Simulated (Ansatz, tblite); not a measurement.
# SnHBr3: one state, many levels

An exercise on one series of results from a longer session: the logs are not shown, and one member is left open.

The runs use Ansatz 0.2.0, Gaussian basis; as each input shows.

The runs, in order: GFN1-xTB, GFN2-xTB, PBE-D4/def2-TZVP, r2SCAN-D4/def2-TZVP, r2SCANh-D4/def2-TZVP, LDA/def2-TZVP, LC-ωPBE/def2-TZVP, r2SCAN0-D4/def2-TZVP, B97M-V/def2-TZVP, PBE-QIDH/def2-TZVP, BLYP-D4/def2-TZVP, PBE-D4/def2-SVP, PBE0-D4/def2-SVP, PBE0-D4/def2-TZVPD, PBE-D4/def2-TZVPD, r2SCAN-D4/def2-TZVPD, CCSD(T)/def2-SVP, MP2/def2-TZVP, RPA/def2-TZVP.

2 further runs of the same task are left out: 2 set aside as unsound or not needed. Runs told in other sessions of the task aren't counted.

### The structure

The singlet was relaxed beforehand with PBE0-D4/def2-SVP.

5 atoms, charge 0, spin multiplicity 1.

Bond lengths: Sn1–H2 1.703 Å, Sn1–Br3 2.473 Å, Sn1–Br4 2.473 Å, Sn1–Br5 2.473 Å. Angles: H2–Sn1–Br3 110.8°, H2–Sn1–Br4 110.8°, H2–Sn1–Br5 110.8°, Br3–Sn1–Br4 108.2°, Br3–Sn1–Br5 108.2°, Br4–Sn1–Br5 108.2°.

Sn takes a core potential in the def2 sets. No spin-orbit coupling is included.

PBE0-D4/def2-TZVP was run before; its log isn't repeated, and its numbers join the tables.

Set-up of the first run:

Tight binding, by tblite at 300 K electronic temperature and without a spin-polarisation term:

```python
tblite.interface.Calculator('GFN1-xTB', numbers, positions, charge=0, uhf=0).singlepoint()
```

Tight binding, by tblite at 300 K electronic temperature and without a spin-polarisation term:

```python
tblite.interface.Calculator('GFN2-xTB', numbers, positions, charge=0, uhf=0).singlepoint()
```

start.molden holds the orbitals of an earlier run on this state, given as this run's starting guess.

The input, in.yaml:

```yaml
crystal:
  periodic: [false, false, false]
  atoms:
    - {symbol: Sn, position_ang: [0.000638, -0.001496, 0.185150]}
    - {symbol: H, position_ang: [0.007468, -0.015202, 1.888264]}
    - {symbol: Br, position_ang: [2.309530, 0.010492, -0.700254]}
    - {symbol: Br, position_ang: [-1.163014, 2.005698, -0.670429]}
    - {symbol: Br, position_ang: [-1.154612, -1.999491, -0.702731]}
basis:
  gaussian: {orbitals: def2-TZVP, initial_orbitals: start.molden}
hamiltonian: {xc: pbe, dispersion: d4}
scf: {omitted_lower_state_checks: [starts]}
output: {orbitals: {seedname: orbitals}}
```

Run with:

```bash
> ansatz run in.yaml --threads 4 --pin off --events-out ev --progress --plain --max-ram 3916MiB
```

Among the steps run: PBE-D4/def2-TZVP; r2SCAN-D4/def2-TZVP; r2SCANh-D4/def2-TZVP; LDA/def2-TZVP; LC-ωPBE/def2-TZVP; r2SCAN0-D4/def2-TZVP; B97M-V/def2-TZVP; PBE-QIDH/def2-TZVP; BLYP-D4/def2-TZVP; PBE-D4/def2-SVP; PBE0-D4/def2-SVP; PBE0-D4/def2-TZVPD; PBE-D4/def2-TZVPD; r2SCAN-D4/def2-TZVPD; CCSD(T)/def2-SVP; MP2/def2-TZVP; RPA/def2-TZVP.

One table of the session follows, with a row left open; its other results are not shown here.

It belongs to the step «Levels side by side». 

```
               level  HOMO (eV)  LUMO (eV)  gap (eV)
       LDA/def2-TZVP          ?          ?         ?
     PBE-D4/def2-SVP      -7.20      -3.43      3.77
    PBE-D4/def2-TZVP      -7.38      -3.59      3.80
   PBE-D4/def2-TZVPD      -7.41      -3.63      3.78
   BLYP-D4/def2-TZVP      -7.20      -3.53      3.67
 r2SCAN-D4/def2-TZVP      -7.74      -3.45      4.29
r2SCAN-D4/def2-TZVPD      -7.75      -3.48      4.28
    B97M-V/def2-TZVP      -7.81      -3.32      4.50
r2SCANh-D4/def2-TZVP      -8.21      -3.15      5.06
    PBE0-D4/def2-SVP      -8.56      -2.66      5.90
   PBE0-D4/def2-TZVP      -8.68      -2.76      5.92
  PBE0-D4/def2-TZVPD      -8.70      -2.81      5.89
r2SCAN0-D4/def2-TZVP      -8.91      -2.69      6.22
   LC-ωPBE/def2-TZVP     -11.42      -0.64     10.78
```

Estimate the missing values for LDA/def2-TZVP.

The run gave: HOMO (eV): -7.54; LUMO (eV): -3.87; gap (eV): 3.67. In the column «HOMO (eV)» it lies between r2SCAN-D4/def2-TZVP (-7.74) and PBE-D4/def2-TZVPD (-7.41).
